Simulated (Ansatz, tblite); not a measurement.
NaCl: GFN2-xTB, run from Python

These are simulated results from tblite 0.8.0, not measurements. The cell was built from a prototype and was relaxed with r2SCAN in plane waves (Ansatz 0.2.0). Not every such cell is a known phase. All runs are without spin polarisation.

Space group Fm-3m (No. 225), cubic; a = 5.605 Å in the conventional setting, 22.02 Å³ an atom. Na has 6 Cl at 2.80 Å; Cl has 6 Na at 2.80 Å.

tblite solves periodic systems at the zone centre alone, so the script builds a cluster of 2×2×2 conventional cells (64 atoms), which folds in a coarse mesh of k points.

The script, run.py:

```python
import json
from ase import Atoms
from ase.build import make_supercell
from ase.units import Bohr, GPa, Hartree
from tblite.interface import Calculator

atoms = Atoms(['Na', 'Cl'],
              cell=[[0.0, 2.80269879, 2.80269879], [2.80269879, 0.0, 2.80269879], [2.80269879, 2.80269879, 0.0]],
              scaled_positions=[[0.0, 0.0, 0.0], [0.5, 0.5, 0.5]],
              pbc=True)
cluster = make_supercell(atoms, [[-2, 2, 2], [2, -2, 2], [2, 2, -2]])
calc = Calculator('GFN2-xTB', cluster.numbers, cluster.positions / Bohr, lattice=cluster.cell[:] / Bohr, periodic=cluster.pbc)
calc.set('temperature', 0.02 / Hartree)
calc.set('max-iter', 150)
res = calc.singlepoint()
levels = res.get('orbital-energies') * Hartree
nv = round(res.get('orbital-occupations').sum() / 2)
cells = len(cluster) // len(atoms)
out = {'energy_per_cell': res.get('energy') * Hartree / cells, 'homo': levels[nv - 1], 'lumo': levels[nv],
       'stress': (-res.get('virial') * Hartree / cluster.get_volume() / GPa).tolist(), 'charges': res.get('charges')[:len(atoms)].tolist(), 'electrons': 2 * nv / cells}
json.dump(out, open('results.json', 'w'))
for key, value in out.items():
    print(key, value)
```

Command: `python run.py`. It took 8.7 s on 1 thread of Arm Neoverse N1, with other jobs on the host, peak memory 0.11 GiB.

The log:

```
------------------------------------------------------------
  cycle        total energy    energy error   density error
------------------------------------------------------------
      1     -155.5018385063  -1.5556209E+02   3.1323446E-01
      2     -156.2246036781  -7.2276517E-01   1.6726630E-01
      3     -156.3824102816  -1.5780660E-01   1.0248757E-01
      4     -156.9196802870  -5.3727001E-01   3.0874013E-02
      5     -156.9472531034  -2.7572816E-02   2.0507313E-02
      6     -156.9671306878  -1.9877584E-02   4.4727281E-03
      7     -156.9676393269  -5.0863913E-04   3.0074187E-03
      8     -156.9680335447  -3.9421783E-04   7.1078488E-04
      9     -156.9680561978  -2.2653108E-05   1.0687735E-04
     10     -156.9680567207  -5.2288985E-07   3.0692633E-06
------------------------------------------------------------

 total:                                   7.747 sec
energy_per_cell -133.4786995288247
homo -13.105787309253454
lumo -9.0863472478738
stress [[0.7791726517508302, -4.668332440494093e-13, 3.859416875825239e-15], [-4.668756859244973e-13, 0.7791726517507813, 7.492802318312522e-13], [3.8185198027567955e-15, 7.492367412364175e-13, 0.7791726517510983]]
charges [0.6475589122945227, -0.6475543893843503]
electrons 8.0
```

The cycle table is in hartree for the whole cluster, and the lines after it are in eV (the energy for one cell). The printed stress is in GPa and positive in compression, and the pressure is its mean diagonal.

GFN2-xTB gives a gap of 4.02 eV. On the same cell, plane-wave PBE (Ansatz, 8×8×8 k points and the special points) gives a gap of 5.18 eV and r2SCAN a gap of 5.98 eV; on shared hosts these took about 2.2 and 5.4 core-seconds on the 2-atom cell, against 8.7 for the script. Semilocal gaps usually lie below measured ones. xTB was fitted to molecules, so gaps, charges and pressures of solids can be far off, and the gap also depends on the size of the cluster.

The same script was run on cells scaled at fixed shape and fractional coordinates:

```json
{"volume (Å³/atom)": "19.37", "energy (meV/atom)": "36.8", "pressure (GPa, positive in compression)": "3.94", "gap (eV)": "4.79"}
{"volume (Å³/atom)": "20.69", "energy (meV/atom)": "11.9", "pressure (GPa, positive in compression)": "2.16", "gap (eV)": "4.37"}
{"volume (Å³/atom)": "22.02", "energy (meV/atom)": "0.0", "pressure (GPa, positive in compression)": "0.78", "gap (eV)": "4.02"}
{"volume (Å³/atom)": "23.34", "energy (meV/atom)": "-2.1", "pressure (GPa, positive in compression)": "-0.25", "gap (eV)": "3.72"}
{"volume (Å³/atom)": "24.66", "energy (meV/atom)": "3.3", "pressure (GPa, positive in compression)": "-1.06", "gap (eV)": "3.46"}
```

A Birch-Murnaghan fit puts the minimum at 22.99 Å³/atom, 4.4 % above the given cell, with a bulk modulus of 17 GPa at fixed shape.

xTB was fitted mostly to molecules, and a small cluster samples few k points, so gaps, pressures and kinks along a curve can be far from a solid's.
